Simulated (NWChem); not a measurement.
# SnCl3 (SMILES [Cl][Sn]([Cl])[Cl]): levels of theory compared

Wanted: a comparison of 4 runs (UHF/STO-3G, UHF/3-21G, UB3LYP/def2-SVP, UB3LYP/def2-SVPD) of SnCl3. 

The results are computed with NWChem 7.3.0.

### Step 1. The system as given

SnCl3 has 4 atoms, charge 0, and is taken as a doublet. As SMILES, `[Cl][Sn]([Cl])[Cl]`. The coordinates come from a PBE0-D4/def2-TZVP relaxation.

Bond lengths: Cl1–Sn2 2.331 Å, Sn2–Cl3 2.330 Å, Sn2–Cl4 2.330 Å. Angles: Cl1–Sn2–Cl3 107.6°, Cl1–Sn2–Cl4 107.6°, Cl3–Sn2–Cl4 107.6°.

### Step 2. Energy and forces at UHF/STO-3G (run 1)

File run.py:

```python
from ase import Atoms
from ase.calculators.nwchem import NWChem

mol = Atoms(['Cl', 'Sn', 'Cl', 'Cl'], positions=[
    [0.676200, 0.523900, 2.003400],
    [-0.589300, -0.121200, 0.155700],
    [0.394200, -2.034200, -0.741100],
    [-0.425500, 1.571000, -1.438200],
])

calc = NWChem(
    label='mol',
    theory='scf',
    memory='2200 mb',
    basis='STO-3G',
    basispar='spherical bse',
    scf={'nopen': '1', 'uhf': None, 'thresh': '1e-08', 'maxiter': '80', 'print': 'low'},
)
mol.calc = calc

forces = mol.get_forces()
e = mol.get_potential_energy()
print(f"E = {e:.6f} eV")
print("forces (eV/A):")
for s, f in zip(mol.symbols, forces):
    print(f"{s:2s} {f[0]:10.5f} {f[1]:10.5f} {f[2]:10.5f}")
```

On the command line:

```bash
$ export ASE_NWCHEM_COMMAND="nwchem PREFIX.nwi > PREFIX.nwo"
$ python run.py
```

Log:

```text
E = -199384.318143 eV
forces (eV/A):
Cl   -0.13087   -0.11303   -0.43009
Sn    0.09703    0.01702   -0.02340
Cl   -0.06999    0.42994    0.15313
Cl    0.10382   -0.33393    0.30036
```

The calculator wrote mol.nwi:

```
title "mol"

permanent_dir mol

scratch_dir mol

start mol

geometry units angstrom nocenter noautosym noautoz
  Cl 6.7620000000000002e-01 5.2390000000000003e-01 2.0034000000000001e+00
  Sn -5.8930000000000005e-01 -1.2120000000000000e-01 1.5570000000000001e-01
  Cl 3.9419999999999999e-01 -2.0341999999999998e+00 -7.4109999999999998e-01
  Cl -4.2549999999999999e-01 1.5710000000000000e+00 -1.4381999999999999e+00
end

memory 2200 mb

basis spherical bse noprint
   * library STO-3G
end

scf
  nopen 1
  uhf
  thresh 1e-08
  maxiter 80
  print low
end

task scf gradient
```

mol.nwo:

```text
Northwest Computational Chemistry Package (NWChem) 7.3.0
             --------------------------------------------------------

           Job information
           ---------------

    nwchem branch   = 7.3.0
    use scalapack   = T
    input           = mol.nwi
    prefix          = mol.
    data base       = mol/mol.db
    status          = startup
    nproc           =        1

           Memory information
           ------------------

    heap     =     72089596 doubles =      550.0 Mbytes
    stack    =     72089601 doubles =      550.0 Mbytes
    global   =    144179200 doubles =     1100.0 Mbytes (distinct from heap & stack)
    total    =    288358397 doubles =     2200.0 Mbytes
    verify   = yes
    hardfail = no

[... 35 lines left out ...]
            Nuclear Dipole moment (a.u.)
[... 59 lines left out ...]
       Final UHF  results
[... 2 lines left out ...]
         Total SCF energy =  -7327.238603871789
      One electron energy = -11532.520811066872
      Two electron energy =   3504.318451570280
 Nuclear repulsion energy =    700.963755624804

                       Sz =      0.5000
                 Sz(Sz+1) =      0.7500
                      S^2 =      0.7522

        Time for solution =      4.2s

                              NWChem Gradients Module
                              -----------------------

                         UHF ENERGY GRADIENTS

    atom               coordinates                        gradient
                 x          y          z           x          y          z
   1 Cl      1.277833   0.990027   3.785877    0.002545   0.002198   0.008364
   2 Sn     -1.113616  -0.229035   0.294230   -0.001887  -0.000331   0.000455
   3 Cl      0.744930  -3.844081  -1.400476    0.001361  -0.008361  -0.002978
   4 Cl     -0.804078   2.968760  -2.717804   -0.002019   0.006494  -0.005841

 Task  times  cpu:        5.4s     wall:        5.4s
 Total times  cpu:        5.4s     wall:        5.4s
```

Run time: 6.6 s. Hardware: 1 thread of Intel Xeon 6975P-C (Granite Rapids), shared host; peak memory 0.096 GiB.

### Step 3. Energy and forces at UHF/3-21G (run 2)

File a.xyz:

```xyz
4
Cl3Sn gradient
Cl     0.676200     0.523900     2.003400
Sn    -0.589300    -0.121200     0.155700
Cl     0.394200    -2.034200    -0.741100
Cl    -0.425500     1.571000    -1.438200
```

File a.nw:

```
start a
title "Cl3Sn gradient"
memory total 2200 mb
charge 0

geometry units angstroms noautosym nocenter noautoz
 load a.xyz
end

basis spherical bse
 * library 3-21G
end

scf
 doublet
 uhf
 thresh 1e-08
 maxiter 80
 print medium
end

task scf gradient
```

On the command line:

```bash
$ nwchem a.nw > a.out
```

Log:

```text
[...]
  functions       =    70
[...]
  wavefunction    = UHF
[...]
         Total SCF energy =  -7368.313415478444
      One electron energy = -11565.873299411196
      Two electron energy =   3496.596128307946
 Nuclear repulsion energy =    700.963755624805
                       Sz =      0.5000
                 Sz(Sz+1) =      0.7500
                      S^2 =      0.7569
[...]
                         UHF ENERGY GRADIENTS
    atom               coordinates                        gradient
                 x          y          z           x          y          z
   1 Cl      1.277833   0.990027   3.785877   -0.013940  -0.007053  -0.020086
   2 Sn     -1.113616  -0.229035   0.294230    0.026769   0.004709  -0.007186
   3 Cl      0.744930  -3.844081  -1.400476   -0.010886   0.020845   0.009827
   4 Cl     -0.804078   2.968760  -2.717804   -0.001943  -0.018501   0.017445
[...]
```

It took 8.4 s on 1 thread of Intel Xeon 6975P-C (Granite Rapids), shared host; peak memory 0.099 GiB.

Run 3 isn't shown in full; the table further down has it.

### Step 4. Energy and forces at UB3LYP/def2-SVPD (core potential) (run 4)

File test.xyz:

```xyz
4
Cl3Sn gradient
Cl     0.676200     0.523900     2.003400
Sn    -0.589300    -0.121200     0.155700
Cl     0.394200    -2.034200    -0.741100
Cl    -0.425500     1.571000    -1.438200
```

File test.nw:

```
start test
title "Cl3Sn gradient"
memory 2200 mb
charge 0

geometry noautosym nocenter noautoz
  load format xyz test.xyz
end

basis spherical bse
  * library def2-SVPD
end

ecp bse
  Sn library def2-SVPD
end

dft
  xc b3lyp
  mult 2
  grid fine
  convergence energy 1e-08
  maxiter 100
  mulliken
end

task dft gradient
```

On the command line:

```bash
$ nwchem test.nw > test.out
```

Log:

```text
[...]
          Wavefunction type:  spin polarized.
          No. of atoms     :     4
          No. of electrons :    73
[...]
          Charge           :     0
          Spin multiplicity:     2
[...]
          AO basis - number of functions:   113
[...]
              XC Information
              --------------
                         B3LYP Method XC Potential
                     Hartree-Fock (Exact) Exchange  0.200
                        Slater Exchange Functional  0.800 local
                    Becke 1988 Exchange Functional  0.720 non-local
              Lee-Yang-Parr Correlation Functional  0.810
                  VWN I RPA Correlation Functional  0.190 local
[...]
 d= 0,ls=0.0,diis     1  -1594.6184786395 -1.97D+03  1.02D-02  1.58D-01     3.6
[...]
 d= 0,ls=0.0,diis    10  -1594.7096749569 -5.15D-10  2.70D-07  6.64D-10    26.8
[...]
         Total DFT energy =    -1594.709674956930
      One electron energy =    -3032.699098938585
           Coulomb energy =     1164.227777803661
    Exchange-Corr. energy =     -102.951191593898
 Nuclear repulsion energy =      376.712837771893
[...]
      Total Density - Mulliken Population Analysis
     ---------------------------------------------
    Atom       Charge   Shell Charges
 -----------   ------   -------------------------------------------------------
    1 Cl  17    17.52   2.00  1.98  1.30  0.66  0.10  5.93  2.14  3.10  0.26  0.01  0.03
    2 Sn  22    20.45   0.43  1.60  1.30 -0.12 -0.10  2.74  3.26  1.10  0.06  9.73  0.50 -0.04
    3 Cl  17    17.52   2.00  1.98  1.30  0.66  0.10  5.93  2.14  3.10  0.26  0.01  0.03
    4 Cl  17    17.52   2.00  1.98  1.30  0.66  0.10  5.93  2.14  3.10  0.26  0.01  0.03
[...]
      <S2> =      0.7530 (Exact =     0.7500)
[...]
  wavefunction    = open shell
                         DFT ENERGY GRADIENTS
    atom               coordinates                        gradient
                 x          y          z           x          y          z
   1 Cl      1.277833   0.990027   3.785877   -0.010089  -0.005294  -0.015520
   2 Sn     -1.113616  -0.229035   0.294230    0.018753   0.003300  -0.005040
   3 Cl      0.744930  -3.844081  -1.400476   -0.007754   0.016049   0.007366
   4 Cl     -0.804078   2.968760  -2.717804   -0.000911  -0.014054   0.013194
[...]
```

Wall time 33 s (1 thread of Intel Xeon 6975P-C (Granite Rapids), shared host); peak memory 0.13 GiB.

### Step 5. Overview of the runs

| run | level | iteration cap | module | energy (Eh) | ⟨S²⟩ | largest force (eV/Å) | wall time |
| --- | --- | --- | --- | --- | --- | --- | --- |
| 1 | UHF/STO-3G | 80 | scf | -7327.238604 | 0.752 | 0.464 | 6.6 s |
| 2 | UHF/3-21G | 80 | scf | -7368.313415 | 0.757 | 1.446 | 8.4 s |
| 3 | UB3LYP/def2-SVP (core potential) | 100 | dft | -1594.684670 | 0.753 | 0.867 | 25 s |
| 4 | UB3LYP/def2-SVPD (core potential) | 100 | dft | -1594.709675 | 0.753 | 1.013 | 33 s |

### Step 6. Summary of results

```
                                 quantity           value
                      run 4: total energy  -1594.70967 Eh
                     run 4: dipole moment          2.05 D
run 4: HOMO energy (highest over α and β)        -7.61 eV
 run 4: LUMO energy (lowest over α and β)        -5.55 eV
                              run 4: ⟨S²⟩           0.753
          run 4: largest force on an atom      1.013 eV/Å
```

Over runs 2, 3, 4 the dipole moment (its size) runs from 1.93 D (UB3LYP/def2-SVP) to 3.68 D (UHF/3-21G). The two ends differ in method and basis and core potential. Some runs of one species differ in core potentials or relativity; totals across that change don't compare. In run 1 the basis is minimal, so the values are rough. In runs 1, 2 relativity is left out where basis or elements ask for it. All runs together took 73 s, the longest 33 s.
